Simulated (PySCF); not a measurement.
# F4Ge: the cost of one run

Computed with PySCF 2.14.0. Level: levels as typed in each script, gas phase, geometry from GFN2-xTB.

### Step 1. The system as given

SMILES `F[Ge](F)(F)F`, 5 atoms, charge 0, spin multiplicity 1.

Bond lengths: F1–Ge2 1.673 Å, Ge2–F3 1.673 Å, Ge2–F4 1.673 Å, Ge2–F5 1.673 Å. Angles: F1–Ge2–F3 109.4°, F1–Ge2–F4 109.5°, F1–Ge2–F5 109.5°, F3–Ge2–F4 109.5°, F3–Ge2–F5 109.5°, F4–Ge2–F5 109.5°.

As a file:

```xyz
5
F4Ge
F     0.9663   -0.4613    1.2853
Ge   -0.0001    0.0000    0.0000
F     0.9663    0.4614   -1.2852
F    -0.9661   -1.2858   -0.4611
F    -0.9661    1.2858    0.4612
```

### Step 2. Density, bond paths and surface potential (PBE0/def2-tzvp)

Contents of input.py:

```python
import numpy as np
from pyscf import gto, scf, dft
from pyscf.scf import atom_ks, atom_hf
from scipy.linalg import block_diag

def solve(mol, dm0=None, hcore=None):
    mf = (dft.UKS if mol.spin else dft.RKS)(mol, xc='pbe0')
    mf.grids.level = 3
    mf = mf.density_fit(auxbasis='def2-universal-jkfit')
    mf.conv_tol, mf.max_cycle = 1e-8, 80
    if hcore is not None:
        mf.get_hcore = lambda *args: hcore
    mf.kernel(dm0)
    if not mf.converged:
        mf = mf.newton().run(mf.mo_coeff, mf.mo_occ, max_cycle=30)
    assert mf.converged, 'SCF not converged'
    return mf

mol = gto.M(atom='''
F      0.96630    -0.46135     1.28530
Ge    -0.00013     0.00000    -0.00004
F      0.96628     0.46136    -1.28524
F     -0.96607    -1.28578    -0.46112
F     -0.96606     1.28579     0.46122
''', basis='def2-tzvp', charge=0, spin=0, verbose=4)
mf = solve(mol)
mf.analyze()
# spherically averaged free atoms, for the promolecule
atm = atom_ks.get_atm_nrks(mol, xc='pbe0')
pro = block_diag(*[(atm[a[0]][2] * atm[a[0]][3]) @ atm[a[0]][2].T for a in mol._atom])
np.savez('result.npz', e=mf.e_tot, c=mf.mo_coeff, occ=mf.mo_occ, eps=mf.mo_energy, pro=pro, dip=mf.dip_moment(verbose=0), s2=mf.spin_square()[0])
```

Run with:

```console
OMP_NUM_THREADS=1 python input.py
```

Q: Estimate wall time and peak memory on 1 thread of Arm Neoverse N1, shared host.

About 26 s, with a peak of 0.62 GiB.
